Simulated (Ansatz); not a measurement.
**(F)3Ti-O-SiH3 (F3H3OSiTi): geometry, orbitals and charge**

What does (F)3Ti-O-SiH3 (F3H3OSiTi) look like as a singlet, and where do its frontier electrons sit?

Computed with Ansatz 0.2.0, Gaussian basis. Level: RKS PBE0-D4/def2-TZVP.

The runs, in order: relaxation at r2SCAN-D4/def2-SVP; a search for the lowest solution at PBE-D4/def2-SVP; a single point at PBE0-D4/def2-TZVP; harmonic vibrations at r2SCAN-D4/def2-SVP.

2 further runs of the same task are left out: 2 set aside as unsound or not needed.

**1. Where the work starts**

9 atoms, charge 0, spin multiplicity 1.

Atoms are counted from 1 here; the program's logs count them from 0.

Bond lengths: Ti1–F2 1.709 Å, Ti1–F3 1.708 Å, Ti1–F4 1.709 Å, Ti1–O5 1.691 Å, Ti1–Si6 3.242 Å, O5–Si6 1.626 Å, Si6–H7 1.471 Å, Si6–H8 1.474 Å, Si6–H9 1.477 Å. Angles: F2–Ti1–F3 109.5°, F2–Ti1–F4 112.0°, F2–Ti1–O5 108.2°, F2–Ti1–Si6 103.9°, F3–Ti1–F4 111.2°, F3–Ti1–O5 108.3°, F3–Ti1–Si6 100.2°, F4–Ti1–O5 107.5°, F4–Ti1–Si6 119.2°, O5–Ti1–Si6 11.9°, Ti1–O5–Si6 155.7°, Ti1–Si6–O5 12.4°, Ti1–Si6–H7 117.8°, Ti1–Si6–H8 103.7°, Ti1–Si6–H9 97.6°, O5–Si6–H7 106.0°, O5–Si6–H8 106.7°, O5–Si6–H9 106.8° and more.

Formally the metal is d0. No spin-orbit coupling is included.

The start is a GFN2-xTB geometry.

**2. Optimising with r2SCAN-D4/def2-SVP**

Contents of in.yaml:

```yaml
crystal:
  periodic: [false, false, false]
  atoms:
    - {symbol: Ti, position_ang: [-0.600930, 0.323540, 1.436050]}
    - {symbol: F, position_ang: [0.479140, 1.486590, 2.069100]}
    - {symbol: F, position_ang: [-0.328750, -1.181160, 2.197910]}
    - {symbol: F, position_ang: [-2.231530, 0.810750, 1.596320]}
    - {symbol: O, position_ang: [-0.281400, 0.148190, -0.215400]}
    - {symbol: Si, position_ang: [0.577210, -0.308930, -1.517860]}
    - {symbol: H, position_ang: [-0.365620, -0.303500, -2.647100]}
    - {symbol: H, position_ang: [1.652500, 0.685310, -1.685700]}
    - {symbol: H, position_ang: [1.099370, -1.660790, -1.233320]}
basis:
  gaussian: {orbitals: def2-SVP}
hamiltonian: {xc: r2scan, dispersion: d4}
scf: {lower_state_search: "off"}
output: {orbitals: {seedname: orbitals}}
relax: {f_tol: 0.02, max_steps: 100}
```

Run with:

```bash
$ ansatz run in.yaml --threads 4 --pin off --events-out ev --progress --plain --max-ram 8704MiB
```

The runs that follow: Searching for the lowest solution, PBE-D4/def2-SVP; Single point, PBE0-D4/def2-TZVP; Vibrations by finite differences.

**Question.** What will the summary of the whole plan be? Wanted: point group; near neighbours of the metal; HOMO, LUMO at PBE0-D4/def2-TZVP; charge on the metal; dipole at r2SCAN-D4/def2-SVP; lowest, highest wavenumber.

As calculated:

| quantity | value |
| --- | --- |
| point group | C3 |
| near neighbours of the metal | F 1.74, F 1.74, F 1.74, O 1.76 Å |
| HOMO, LUMO at PBE0-D4/def2-TZVP | -9.67, -2.47 eV |
| charge on the metal (Mulliken, PBE0-D4/def2-TZVP) | +1.68 e |
| dipole at r2SCAN-D4/def2-SVP | 2.24 D |
| lowest, highest wavenumber | 26, 2250 cm⁻¹ |

The molecule keeps its bonding pattern by the stored test; the atoms moved 0.27 Å (rms), and the angle Ti1–O5–Si6 went from 156° to 179°. The metal has 4 near neighbours by the distance rule, from 1.74 to 1.76 Å. The Mulliken charge of the metal, +1.68 e, depends on the basis and isn't its oxidation state. All wavenumbers are real: a minimum at this level. The HOMO lies nearest to H8 38 %; O5 28 % and the LUMO to Ti1 77 %. Whether this spin is the lowest isn't tested here. The point group is read from a loosely relaxed geometry; soft torsions can leave it below the true symmetry.
